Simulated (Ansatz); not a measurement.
# NaTl15Cl16: the cost of one run

Method: DFT, PBE, plane-wave PAW, default files, scalar-relativistic, as far as a step names no other, in Ansatz 0.2.0.

The COD entry's cell or inner coordinates are ideal or old and differ from later refinements, so a difference from it is no clean test against experiment.

## 1. The starting structure

Symmetry: Fm-3m, No. 225, cubic system. Conventional cell: a = 15.336 Å, b = 15.336 Å, c = 15.336 Å, α = 90.00°, β = 90.00°, γ = 90.00°. Around Na (site symmetry m-3m) lie 8 Cl at 3.32 Å. Around Tl (site symmetry mmm) lie 8 Cl at 3.32 Å. Tl (site symmetry -43m) is surrounded by 8 Cl at 3.32 Å. Around Tl (site symmetry 4mm) lie 8 Cl at 3.32 Å. Around Tl (site symmetry m-3m) lie 8 Cl at 3.32 Å. Around Cl (site symmetry 3m) lie 1 Na at 3.32 Å and 7 Tl at 3.32 Å. Cl (site symmetry 3m) has 8 Tl at 3.32 Å as nearest neighbours.

Structure file:

```
Na Tl Cl
1.0
     0.00000    7.66800    7.66800
     7.66800    0.00000    7.66800
     7.66800    7.66800    0.00000
Na Tl Cl
1 15 16
Direct
  0.00000 0.00000 0.00000
  0.50000 0.00000 0.00000
  0.00000 0.50000 0.00000
  0.00000 0.00000 0.50000
  0.25000 0.25000 0.25000
  0.50000 0.50000 0.00000
  0.50000 0.00000 0.50000
  0.75000 0.25000 0.25000
  0.00000 0.50000 0.50000
  0.25000 0.75000 0.25000
  0.25000 0.25000 0.75000
  0.50000 0.50000 0.50000
  0.75000 0.75000 0.25000
  0.75000 0.25000 0.75000
  0.25000 0.75000 0.75000
  0.75000 0.75000 0.75000
  0.12500 0.12500 0.12500
  0.62500 0.12500 0.12500
  0.12500 0.62500 0.12500
  0.12500 0.12500 0.62500
  0.37500 0.37500 0.37500
  0.62500 0.62500 0.12500
  0.62500 0.12500 0.62500
  0.87500 0.37500 0.37500
  0.12500 0.62500 0.62500
  0.37500 0.87500 0.37500
  0.37500 0.37500 0.87500
  0.62500 0.62500 0.62500
  0.87500 0.87500 0.37500
  0.87500 0.37500 0.87500
  0.37500 0.87500 0.87500
  0.87500 0.87500 0.87500
```

Atom 1 of the input is the impurity.

## 2. Single point at the given positions

File input.yaml:

```yaml
crystal:
  lattice:
    - [0.0, 7.668, 7.668]
    - [7.668, 0.0, 7.668]
    - [7.668, 7.668, 0.0]
  atoms:
    - { symbol: Na, position: [0.0, 0.0, 0.0] }
    - { symbol: Tl, position: [0.5, 0.0, 0.0] }
    - { symbol: Tl, position: [0.0, 0.5, 0.0] }
    - { symbol: Tl, position: [0.0, 0.0, 0.5] }
    - { symbol: Tl, position: [0.25, 0.25, 0.25] }
    - { symbol: Tl, position: [0.5, 0.5, 0.0] }
    - { symbol: Tl, position: [0.5, 0.0, 0.5] }
    - { symbol: Tl, position: [0.75, 0.25, 0.25] }
    - { symbol: Tl, position: [0.0, 0.5, 0.5] }
    - { symbol: Tl, position: [0.25, 0.75, 0.25] }
    - { symbol: Tl, position: [0.25, 0.25, 0.75] }
    - { symbol: Tl, position: [0.5, 0.5, 0.5] }
    - { symbol: Tl, position: [0.75, 0.75, 0.25] }
    - { symbol: Tl, position: [0.75, 0.25, 0.75] }
    - { symbol: Tl, position: [0.25, 0.75, 0.75] }
    - { symbol: Tl, position: [0.75, 0.75, 0.75] }
    - { symbol: Cl, position: [0.125, 0.125, 0.125] }
    - { symbol: Cl, position: [0.625, 0.125, 0.125] }
    - { symbol: Cl, position: [0.125, 0.625, 0.125] }
    - { symbol: Cl, position: [0.125, 0.125, 0.625] }
    - { symbol: Cl, position: [0.375, 0.375, 0.375] }
    - { symbol: Cl, position: [0.625, 0.625, 0.125] }
    - { symbol: Cl, position: [0.625, 0.125, 0.625] }
    - { symbol: Cl, position: [0.875, 0.375, 0.375] }
    - { symbol: Cl, position: [0.125, 0.625, 0.625] }
    - { symbol: Cl, position: [0.375, 0.875, 0.375] }
    - { symbol: Cl, position: [0.375, 0.375, 0.875] }
    - { symbol: Cl, position: [0.625, 0.625, 0.625] }
    - { symbol: Cl, position: [0.875, 0.875, 0.375] }
    - { symbol: Cl, position: [0.875, 0.375, 0.875] }
    - { symbol: Cl, position: [0.375, 0.875, 0.875] }
    - { symbol: Cl, position: [0.875, 0.875, 0.875] }
kpoints:
  mp_grid: { grid: [2, 2, 2] }
scf:
  occupations: { method: fermi_dirac, width: 0.01 }
hamiltonian:
  xc: pbe
  pseudopotentials: { kind: paw }
output:
  forces: true
  stress: true
  populations: true
  efg:
    quadrupole_moments_barn: { Na: 0.104, Cl: -0.08112 }
    contact_densities: true
  write_density: true
  write_potential: true
  elf: true
  volumetric_format: npy
```

Launch:

```bash
> ansatz run input.yaml --threads 1 --pin off --max-ram 3072MiB --backend cpu --events-out ev --progress --plain --runs-dir out
```

What time and memory should one allow on 1 thread of Intel Xeon Platinum 8488C (Sapphire Rapids), shared host?

About 40 s, with a peak of 1.4 GiB.
